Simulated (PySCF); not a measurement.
# [La(H2O)]3+: forces at shaken geometries

How stiff is [La(H2O)]3+? Its atoms are displaced at random by several amounts. It is a constructed species; whether it can be made isn't addressed.

Program: PySCF 2.14.0. Level of theory: r2SCAN, La lcecp-1-SVP with ECP46, O def2-SVP, H def2-SVP; scalar-relativistic core potentials, no spin–orbit coupling. These are calculated values, not measurements.

3 further runs of the same task are left out: 2 for a known fault of the program, 1 set aside as unsound or not needed.

## (1) The system as given

4 atoms, charge 3, spin multiplicity 1.

Bond lengths: La1–O2 2.339 Å, O2–H3 1.000 Å, O2–H4 1.000 Å. Angles: La1–O2–H3 129.0°, La1–O2–H4 129.0°, H3–O2–H4 102.0°.

Geometry (Å):

| atom | x (Å) | y (Å) | z (Å) |
| --- | --- | --- | --- |
| La1 | 0.0000 | 0.0000 | -0.1555 |
| O2 | 0.0000 | 0.0000 | 2.1838 |
| H3 | 0.7770 | 0.0000 | 2.8130 |
| H4 | -0.7770 | 0.0000 | 2.8130 |

Formal oxidation states: La +3. The 4f shell is empty and lies in the core potential. An earlier session relaxed this geometry at r2SCAN, La lcecp-1-SVP with ECP46, O def2-SVP, H def2-SVP (singlet, point group C2v).

Its energy there is -106.655512 Eh.

## (2) Atoms moved at random, σ = 0.1 Å

Contents of run.py (the lines that set the calculation):

```python
mol = gto.M(atom='''
La    -0.06038    -0.00017    -0.23800
O     -0.11089     0.10624     2.27204
H      0.94543    -0.20199     2.74501
H     -0.77417     0.09592     2.87531''',
    basis={'La': 'lcecp-1-SVP', 'O': 'def2-SVP', 'H': 'def2-SVP'},
    ecp={'La': 'lcecp-1-SVP'},
    charge=3, spin=0)
mf = dft.RKS(mol, xc='R2SCAN')
mf.grids.atom_grid = (50, 194)  # f atoms: unpruned, at least (60, 302)
mf = mf.density_fit()  # fitting sets: La AutoAux, O def2-universal-JKFIT, H def2-universal-JKFIT
mf.conv_tol = 1e-08; mf.max_cycle = 55
mf.kernel(dm0)  # dm0: the density of the relaxed state
```

Command:

```console
> OMP_NUM_THREADS=2 python run.py
```

## (3) Atoms moved at random, σ = 0.03 Å

Edit run.py (the lines that set the calculation) of step 2 so:

```diff
@@ -1,6 +1,6 @@
 mol = gto.M(atom='''
-La    -0.06038    -0.00017    -0.23800
-O     -0.11089     0.10624     2.27204
-H      0.94543    -0.20199     2.74501
-H     -0.77417     0.09592     2.87531''',
+La    -0.01083    -0.00860    -0.17153
+O      0.01178     0.00559     2.18689
+H      0.79656     0.01071     2.80661
+H     -0.79751    -0.00771     2.83239''',
     basis={'La': 'lcecp-1-SVP', 'O': 'def2-SVP', 'H': 'def2-SVP'},
```

## (4) Atoms moved at random, σ = 0.15 Å

Edit run.py (the lines that set the calculation) of step 3 so:

```diff
@@ -1,6 +1,6 @@
 mol = gto.M(atom='''
-La    -0.01083    -0.00860    -0.17153
-O      0.01178     0.00559     2.18689
-H      0.79656     0.01071     2.80661
-H     -0.79751    -0.00771     2.83239''',
+La    -0.15800     0.17240    -0.10183
+O      0.08337    -0.17456     2.00476
+H      1.00482     0.13025     2.85156
+H     -0.93020    -0.12809     2.89987''',
     basis={'La': 'lcecp-1-SVP', 'O': 'def2-SVP', 'H': 'def2-SVP'},
```

Before running it: what results should come out? Wanted: for each run, σ; energy rise; harmonic estimate −½ F·u; largest force component.

As calculated:

| σ (Å) | energy rise (eV) | harmonic estimate −½ F·u (eV) | largest force component (eV/Å) |
| --- | --- | --- | --- |
| 0.1 | 1.152 | 1.188 | 8.84 |
| 0.03 | 0.028 | 0.027 | 1.13 |
| 0.15 | 2.345 | 1.748 | 7.56 |

Every displacement raises the energy. For a harmonic well the rise equals −½ F·u; the two differ by at most 25 % here (a move with σ = 0.15 Å), from anharmonicity, the grid and the small forces left at the relaxed point. The bases are small and lack diffuse functions. Spin–orbit coupling is left out.
